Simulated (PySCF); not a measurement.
# A gas-phase reaction: CH4SZn + H2O → CH4OZn + H2S

What reaction energy should one expect for `[CH3][Zn][SH]` + `O` → `[CH3][Zn][OH]` + `S`?

Programs: PySCF 2.14.0. All values are calculated, for the isolated system unless a continuum is named. Atoms count from 0, parts from 1.

## 1. The system as given

Each species was relaxed by itself at PBE0-D3(BJ)/def2-SVPD.

## 2. Reaction energy: wB97M-D3(BJ)/def2-TZVPD

The job: settings as JSON, then the geometry in Å.

```
{"job": {"kind": "react", "xc": "wB97M-D3(BJ)", "basis": "def2-TZVPD"}, "charge": 0, "multiplicity": 1}
-1 CH4SZn charge 0 multiplicity 1
C      0.763800    -0.992400    -0.387830
Zn    -0.442300     0.304190     0.384290
S     -1.825900     1.758350     1.283470
H      0.458820    -2.019680    -0.138220
H      0.781690    -0.910430    -1.485180
H      1.792860    -0.851290    -0.025410
H     -1.529010     2.711280     0.368890

-1 H2O charge 0 multiplicity 1
O     -0.001420     0.389360     0.005410
H     -0.762170    -0.197440    -0.003870
H      0.763620    -0.191880    -0.001550

+1 CH4OZn charge 0 multiplicity 1
C     -0.984150     0.614380    -0.448700
Zn     0.598680    -0.252720     0.214120
O      2.148200    -0.947060     0.779380
H     -1.413120     1.291710     0.304440
H     -1.758720    -0.117330    -0.721870
H     -0.758180     1.210860    -1.345290
H      2.167280    -1.799880     1.217900

+1 H2S charge 0 multiplicity 1
S     -0.007870     0.615410     0.004400
H     -0.980880    -0.320360     0.000680
H      0.968870    -0.316360    -0.009640
```

With the program's defaults for keys left out, this is: wB97M-D3(BJ)/def2-TZVPD reaction energy of separated species, gas phase.

The run is started by

```bash
$ OMP_NUM_THREADS=1 python cluster_run.py task.json out
```

One launch serves the whole session: the jobs run in the order shown.

Output:

```text
species 1 (CH4SZn)
coarse grid: 28824 points
cycle   1  E = -2218.1646854617  dE = -2.771e-01  |g| = 8.254e-01  |ddm| = 2.211e+00
cycle   2  E = -2218.1178397111  dE =  4.685e-02  |g| = 1.341e+00  |ddm| = 1.611e+00
cycle   3  E = -2218.2423933682  dE = -1.246e-01  |g| = 7.057e-02  |ddm| = 5.766e-01
cycle   4  E = -2218.2439672340  dE = -1.574e-03  |g| = 2.351e-02  |ddm| = 1.104e-01
cycle   5  E = -2218.2441672688  dE = -2.000e-04  |g| = 5.770e-03  |ddm| = 5.027e-02
cycle   6  E = -2218.2441893879  dE = -2.212e-05  |g| = 1.667e-03  |ddm| = 1.904e-02
cycle   7  E = -2218.2441909257  dE = -1.538e-06  |g| = 7.844e-04  |ddm| = 4.158e-03
final grid: 57480 points
cycle   8  E = -2218.2441046134  dE = -1.809e-07  |g| = 6.928e-04  |ddm| = 3.413e-03
cycle   9  E = -2218.2441046413  dE = -2.783e-08  |g| = 7.890e-04  |ddm| = 1.190e-03
cycle  10  E = -2218.2441047277  dE = -8.645e-08  |g| = 1.714e-04  |ddm| = 5.550e-04
cycle  11  E = -2218.2441047317  dE = -3.990e-09  |g| = 4.670e-05  |ddm| = 9.659e-05
cycle  12  E = -2218.2441047334  dE = -1.655e-09  |g| = 5.595e-06  |ddm| = 1.456e-04
cycle  13  E = -2218.2441047334  dE = -2.274e-11  |g| = 1.744e-06  |ddm| = 1.369e-05
converged SCF energy = -2218.2441047334

species 2 (H2O)
coarse grid: 10128 points
cycle   1  E = -76.4117499712  dE = -7.454e-02  |g| = 5.872e-01  |ddm| = 8.994e-01
cycle   2  E = -76.4087427532  dE =  3.007e-03  |g| = 6.461e-01  |ddm| = 5.038e-01
cycle   3  E = -76.4759334868  dE = -6.719e-02  |g| = 2.731e-02  |ddm| = 2.374e-01
cycle   4  E = -76.4760586897  dE = -1.252e-04  |g| = 5.497e-03  |ddm| = 1.609e-02
cycle   5  E = -76.4760673664  dE = -8.677e-06  |g| = 8.214e-04  |ddm| = 5.831e-03
final grid: 21952 points
cycle   6  E = -76.4760630109  dE = -1.975e-07  |g| = 5.843e-04  |ddm| = 1.373e-03
cycle   7  E = -76.4760630177  dE = -6.841e-09  |g| = 6.465e-04  |ddm| = 6.469e-04
cycle   8  E = -76.4760630813  dE = -6.362e-08  |g| = 3.199e-05  |ddm| = 2.236e-04
cycle   9  E = -76.4760630822  dE = -8.225e-10  |g| = 4.134e-06  |ddm| = 1.105e-04
converged SCF energy = -76.4760630822

species 3 (CH4OZn)
coarse grid: 27688 points
cycle   1  E = -1895.0822414176  dE = -2.299e-01  |g| = 1.094e+00  |ddm| = 2.270e+00
cycle   2  E = -1894.8994552844  dE =  1.828e-01  |g| = 1.758e+00  |ddm| = 2.078e+00
cycle   3  E = -1895.2497320790  dE = -3.503e-01  |g| = 6.211e-02  |ddm| = 9.371e-01
cycle   4  E = -1895.2505976844  dE = -8.656e-04  |g| = 4.622e-02  |ddm| = 1.088e-01
cycle   5  E = -1895.2508964342  dE = -2.987e-04  |g| = 1.506e-02  |ddm| = 4.858e-02
cycle   6  E = -1895.2509455876  dE = -4.915e-05  |g| = 5.278e-03  |ddm| = 2.808e-02
cycle   7  E = -1895.2509538240  dE = -8.236e-06  |g| = 1.332e-03  |ddm| = 8.582e-03
final grid: 56944 points
cycle   8  E = -1895.2508406825  dE = -6.877e-07  |g| = 7.832e-04  |ddm| = 5.022e-03
cycle   9  E = -1895.2508407933  dE = -1.107e-07  |g| = 8.943e-04  |ddm| = 1.667e-03
cycle  10  E = -1895.2508408913  dE = -9.801e-08  |g| = 1.812e-04  |ddm| = 4.901e-04
cycle  11  E = -1895.2508408999  dE = -8.589e-09  |g| = 1.182e-04  |ddm| = 3.528e-04
cycle  12  E = -1895.2508409043  dE = -4.438e-09  |g| = 1.005e-05  |ddm| = 3.813e-04
cycle  13  E = -1895.2508409043  dE = -1.728e-11  |g| = 5.384e-06  |ddm| = 1.605e-05
converged SCF energy = -1895.2508409043

species 4 (H2S)
coarse grid: 11264 points
cycle   1  E = -399.4336015059  dE = -1.424e-01  |g| = 1.945e-01  |ddm| = 1.016e+00
cycle   2  E = -399.4459455233  dE = -1.234e-02  |g| = 1.106e-01  |ddm| = 2.399e-01
cycle   3  E = -399.4491448014  dE = -3.199e-03  |g| = 1.578e-02  |ddm| = 9.278e-02
cycle   4  E = -399.4492191428  dE = -7.434e-05  |g| = 4.851e-03  |ddm| = 1.790e-02
cycle   5  E = -399.4492313798  dE = -1.224e-05  |g| = 9.336e-04  |ddm| = 7.536e-03
cycle   6  E = -399.4492321110  dE = -7.312e-07  |g| = 1.776e-04  |ddm| = 2.124e-03
final grid: 22496 points
cycle   7  E = -399.4492197377  dE = -2.323e-08  |g| = 1.134e-04  |ddm| = 6.071e-04
cycle   8  E = -399.4492197407  dE = -2.975e-09  |g| = 6.804e-05  |ddm| = 1.498e-04
cycle   9  E = -399.4492197414  dE = -7.668e-10  |g| = 8.732e-06  |ddm| = 5.990e-05
converged SCF energy = -399.4492197414

Reaction energy = 12.811 kcal/mol
```

Wall time 19 s (1 thread of Arm Neoverse V2, shared host); peak memory 0.62 GiB.

Species by species (with the dispersion term, which the log's SCF energies lack):

| ν | species | energy (Eh) | HOMO (eV) |
| --- | --- | --- | --- |
| -1 | [CH3][Zn][SH] | -2218.24969 | -9.39 |
| -1 | O | -76.47682 | -11.72 |
| +1 | [CH3][Zn][OH] | -1895.25553 | -10.57 |
| +1 | S | -399.45056 | -9.89 |

## 3. Energies of the species: PBE0-D3(BJ)/def2-TZVPD

Settings changed since step 2:

```diff
@@ -1,2 +1,2 @@
-{"job": {"kind": "react", "xc": "wB97M-D3(BJ)", "basis": "def2-TZVPD"}, "charge": 0, "multiplicity": 1}
+{"job": {"kind": "react", "xc": "PBE0", "basis": "def2-TZVPD", "disp": "d3bj"}, "charge": 0, "multiplicity": 1}
 -1 CH4SZn charge 0 multiplicity 1
```

Method: PBE0-D3(BJ)/def2-TZVPD reaction energy of separated species, gas phase.

Output:

```text
species 1 (CH4SZn)
coarse grid: 28824 points
cycle   1  E = -2217.6065510814  dE = -2.864e-01  |g| = 1.005e+00  |ddm| = 2.537e+00
cycle   2  E = -2217.3990760266  dE =  2.075e-01  |g| = 1.922e+00  |ddm| = 2.352e+00
cycle   3  E = -2217.7199737710  dE = -3.209e-01  |g| = 1.087e-01  |ddm| = 1.288e+00
cycle   4  E = -2217.7228198046  dE = -2.846e-03  |g| = 4.634e-02  |ddm| = 1.749e-01
cycle   5  E = -2217.7232206166  dE = -4.008e-04  |g| = 7.046e-03  |ddm| = 3.744e-02
cycle   6  E = -2217.7232287844  dE = -8.168e-06  |g| = 3.271e-03  |ddm| = 9.730e-03
cycle   7  E = -2217.7232312594  dE = -2.475e-06  |g| = 4.291e-04  |ddm| = 3.484e-03
final grid: 57480 points
cycle   8  E = -2217.7232387206  dE = -1.503e-08  |g| = 4.962e-04  |ddm| = 2.657e-03
cycle   9  E = -2217.7232386730  dE =  4.753e-08  |g| = 7.778e-04  |ddm| = 1.046e-03
cycle  10  E = -2217.7232387774  dE = -1.043e-07  |g| = 1.606e-04  |ddm| = 5.416e-04
cycle  11  E = -2217.7232387799  dE = -2.565e-09  |g| = 1.986e-05  |ddm| = 8.983e-05
cycle  12  E = -2217.7232387800  dE = -8.413e-11  |g| = 3.036e-06  |ddm| = 2.090e-05
converged SCF energy = -2217.7232387800

species 2 (H2O)
coarse grid: 2328 points
cycle   1  E = -76.3044311195  dE = -5.301e-03  |g| = 6.571e-01  |ddm| = 9.011e-01
cycle   2  E = -76.1882114416  dE =  1.162e-01  |g| = 1.036e+00  |ddm| = 7.256e-01
cycle   3  E = -76.3820308610  dE = -1.938e-01  |g| = 3.132e-02  |ddm| = 4.396e-01
cycle   4  E = -76.3822131642  dE = -1.823e-04  |g| = 5.864e-03  |ddm| = 1.606e-02
cycle   5  E = -76.3822183032  dE = -5.139e-06  |g| = 7.850e-04  |ddm| = 2.507e-03
final grid: 21952 points
cycle   6  E = -76.3808944258  dE = -1.510e-05  |g| = 3.448e-03  |ddm| = 9.314e-03
cycle   7  E = -76.3808924598  dE =  1.966e-06  |g| = 4.753e-03  |ddm| = 3.321e-03
cycle   8  E = -76.3808961765  dE = -3.717e-06  |g| = 2.518e-04  |ddm| = 1.965e-03
cycle   9  E = -76.3808961871  dE = -1.061e-08  |g| = 2.399e-05  |ddm| = 1.101e-04
cycle  10  E = -76.3808961872  dE = -1.117e-10  |g| = 3.292e-06  |ddm| = 1.515e-05
converged SCF energy = -76.3808961872

species 3 (CH4OZn)
coarse grid: 27688 points
cycle   1  E = -1894.6027156099  dE = -2.102e-01  |g| = 1.263e+00  |ddm| = 2.635e+00
cycle   2  E = -1893.7092052446  dE =  8.935e-01  |g| = 2.741e+00  |ddm| = 3.152e+00
cycle   3  E = -1894.8000971436  dE = -1.091e+00  |g| = 3.043e-01  |ddm| = 2.142e+00
cycle   4  E = -1894.8145244550  dE = -1.443e-02  |g| = 1.834e-01  |ddm| = 3.797e-01
cycle   5  E = -1894.8189558681  dE = -4.431e-03  |g| = 3.574e-02  |ddm| = 9.668e-02
cycle   6  E = -1894.8191843707  dE = -2.285e-04  |g| = 1.225e-02  |ddm| = 3.266e-02
cycle   7  E = -1894.8192089242  dE = -2.455e-05  |g| = 1.539e-03  |ddm| = 8.870e-03
cycle   8  E = -1894.8192093419  dE = -4.177e-07  |g| = 2.105e-04  |ddm| = 1.798e-03
final grid: 56944 points
cycle   9  E = -1894.8191843232  dE = -2.394e-08  |g| = 3.528e-04  |ddm| = 3.950e-03
cycle  10  E = -1894.8191842845  dE =  3.879e-08  |g| = 7.020e-04  |ddm| = 7.272e-04
cycle  11  E = -1894.8191843387  dE = -5.420e-08  |g| = 2.601e-05  |ddm| = 3.562e-04
cycle  12  E = -1894.8191843388  dE = -9.823e-11  |g| = 1.202e-05  |ddm| = 3.011e-05
converged SCF energy = -1894.8191843388

species 4 (H2S)
coarse grid: 2864 points
cycle   1  E = -399.2518635090  dE = -9.250e-02  |g| = 1.630e-01  |ddm| = 1.023e+00
cycle   2  E = -399.2538578229  dE = -1.994e-03  |g| = 1.600e-01  |ddm| = 2.978e-01
cycle   3  E = -399.2614719019  dE = -7.614e-03  |g| = 1.497e-02  |ddm| = 1.477e-01
cycle   4  E = -399.2614865136  dE = -1.461e-05  |g| = 1.103e-03  |ddm| = 5.881e-03
cycle   5  E = -399.2614868940  dE = -3.804e-07  |g| = 6.136e-04  |ddm| = 1.717e-03
final grid: 22496 points
cycle   6  E = -399.2625175765  dE = -7.084e-06  |g| = 4.896e-03  |ddm| = 1.692e-02
cycle   7  E = -399.2625182092  dE = -6.327e-07  |g| = 3.960e-03  |ddm| = 6.698e-03
cycle   8  E = -399.2625211414  dE = -2.932e-06  |g| = 2.911e-04  |ddm| = 3.504e-03
cycle   9  E = -399.2625211692  dE = -2.777e-08  |g| = 3.582e-05  |ddm| = 2.357e-04
cycle  10  E = -399.2625211696  dE = -3.623e-10  |g| = 6.382e-06  |ddm| = 2.919e-05
converged SCF energy = -399.2625211696

Reaction energy = 14.470 kcal/mol
```

Wall time 9.2 s (1 thread of Arm Neoverse V2, shared host); peak memory 0.59 GiB.

Reaction energy at this level: 14.47 kcal/mol.

## 4. Energies of the species: MP2/def2-TZVPD

Settings changed since step 3:

```diff
@@ -1,2 +1,2 @@
-{"job": {"kind": "react", "xc": "PBE0", "basis": "def2-TZVPD", "disp": "d3bj"}, "charge": 0, "multiplicity": 1}
+{"job": {"kind": "react", "xc": "MP2", "basis": "def2-TZVPD"}, "charge": 0, "multiplicity": 1}
 -1 CH4SZn charge 0 multiplicity 1
```

Level: MP2/def2-TZVPD reaction energy of separated species, gas phase.

Output:

```text
species 1 (CH4SZn)
final grid: 57480 points
cycle   1  E = -2215.5374458028  dE = -2.836e-01  |g| = 4.250e-01  |ddm| = 2.094e+00
cycle   2  E = -2215.5718989511  dE = -3.445e-02  |g| = 4.080e-01  |ddm| = 7.819e-01
cycle   3  E = -2215.5852828466  dE = -1.338e-02  |g| = 6.103e-02  |ddm| = 1.732e-01
cycle   4  E = -2215.5866771420  dE = -1.394e-03  |g| = 2.190e-02  |ddm| = 1.178e-01
cycle   5  E = -2215.5868956536  dE = -2.185e-04  |g| = 5.751e-03  |ddm| = 3.976e-02
cycle   6  E = -2215.5869190630  dE = -2.341e-05  |g| = 1.699e-03  |ddm| = 1.462e-02
cycle   7  E = -2215.5869215082  dE = -2.445e-06  |g| = 5.190e-04  |ddm| = 5.090e-03
cycle   8  E = -2215.5869216799  dE = -1.717e-07  |g| = 1.481e-04  |ddm| = 1.354e-03
cycle   9  E = -2215.5869216914  dE = -1.146e-08  |g| = 2.944e-05  |ddm| = 3.607e-04
cycle  10  E = -2215.5869216922  dE = -8.104e-10  |g| = 9.206e-06  |ddm| = 1.017e-04
converged SCF energy = -2215.5869216922

species 2 (H2O)
final grid: 21952 points
cycle   1  E = -76.0248947267  dE = -1.467e-01  |g| = 4.364e-01  |ddm| = 8.776e-01
cycle   2  E = -76.0503807427  dE = -2.549e-02  |g| = 2.594e-01  |ddm| = 2.972e-01
cycle   3  E = -76.0608897457  dE = -1.051e-02  |g| = 2.594e-02  |ddm| = 1.025e-01
cycle   4  E = -76.0610471042  dE = -1.574e-04  |g| = 5.694e-03  |ddm| = 1.523e-02
cycle   5  E = -76.0610614716  dE = -1.437e-05  |g| = 1.176e-03  |ddm| = 5.302e-03
cycle   6  E = -76.0610623613  dE = -8.897e-07  |g| = 2.235e-04  |ddm| = 1.658e-03
cycle   7  E = -76.0610623980  dE = -3.670e-08  |g| = 3.304e-05  |ddm| = 3.733e-04
cycle   8  E = -76.0610623987  dE = -6.661e-10  |g| = 4.159e-06  |ddm| = 3.886e-05
converged SCF energy = -76.0610623987

species 3 (CH4OZn)
final grid: 56944 points
cycle   1  E = -1892.8172184043  dE = -3.080e-01  |g| = 6.932e-01  |ddm| = 2.152e+00
cycle   2  E = -1892.8648650132  dE = -4.765e-02  |g| = 6.242e-01  |ddm| = 1.057e+00
cycle   3  E = -1892.9170920396  dE = -5.223e-02  |g| = 6.796e-02  |ddm| = 2.973e-01
cycle   4  E = -1892.9182728465  dE = -1.181e-03  |g| = 4.711e-02  |ddm| = 1.254e-01
cycle   5  E = -1892.9186103705  dE = -3.375e-04  |g| = 8.630e-03  |ddm| = 5.002e-02
cycle   6  E = -1892.9186494271  dE = -3.906e-05  |g| = 2.592e-03  |ddm| = 2.346e-02
cycle   7  E = -1892.9186543283  dE = -4.901e-06  |g| = 8.033e-04  |ddm| = 9.075e-03
cycle   8  E = -1892.9186547272  dE = -3.989e-07  |g| = 2.141e-04  |ddm| = 2.254e-03
cycle   9  E = -1892.9186547526  dE = -2.540e-08  |g| = 3.764e-05  |ddm| = 6.881e-04
cycle  10  E = -1892.9186547536  dE = -9.086e-10  |g| = 1.157e-05  |ddm| = 1.238e-04
converged SCF energy = -1892.9186547536

species 4 (H2S)
final grid: 22496 points
cycle   1  E = -398.6881063246  dE = -1.695e-01  |g| = 2.014e-01  |ddm| = 9.977e-01
cycle   2  E = -398.7050963974  dE = -1.699e-02  |g| = 7.023e-02  |ddm| = 1.849e-01
cycle   3  E = -398.7068539435  dE = -1.758e-03  |g| = 2.154e-02  |ddm| = 5.634e-02
cycle   4  E = -398.7071967452  dE = -3.428e-04  |g| = 6.311e-03  |ddm| = 2.471e-02
cycle   5  E = -398.7072261586  dE = -2.941e-05  |g| = 1.395e-03  |ddm| = 9.170e-03
cycle   6  E = -398.7072276402  dE = -1.482e-06  |g| = 3.129e-04  |ddm| = 2.398e-03
cycle   7  E = -398.7072277259  dE = -8.569e-08  |g| = 5.003e-05  |ddm| = 6.832e-04
cycle   8  E = -398.7072277281  dE = -2.251e-09  |g| = 1.186e-05  |ddm| = 9.128e-05
cycle   9  E = -398.7072277282  dE = -1.239e-10  |g| = 1.950e-06  |ddm| = 2.073e-05
converged SCF energy = -398.7072277282

Reaction energy = 11.757 kcal/mol
```

Wall time 4.6 s (1 thread of Arm Neoverse V2, shared host); peak memory 0.43 GiB.

Reaction energy at this level: 11.76 kcal/mol.

## 5. Comparing the runs

Energies in kcal/mol, with wall time:

| run | reaction | time |
| --- | --- | --- |
| wB97M-D3(BJ)/def2-TZVPD | 12.81 | 19 s |
| PBE0-D3(BJ)/def2-TZVPD | 14.47 | 9.2 s |
| MP2/def2-TZVPD | 11.76 | 4.6 s |

## 6. Results

| quantity | value |
| --- | --- |
| reaction energy (wB97M-D3(BJ)/def2-TZVPD) | 12.81 kcal/mol |
| ΔH, ΔG at 298 K (xTB thermal terms) | +11.1, +11.3 kcal/mol |
| range of the reaction energy over the runs of this table | 11.76 to 14.47 kcal/mol |

In words: The reaction is endothermic by 11.1 kcal/mol in the gas phase; dispersion gives +0.19, and xTB itself gave 5.42 for the electronic energy (xTB energies and thermal terms come from the earlier relaxation of each species, not shown). No barrier was sought. The reaction energy runs from 11.76 (MP2/def2-TZVPD) to 14.47 kcal/mol (PBE0-D3(BJ)/def2-TZVPD).
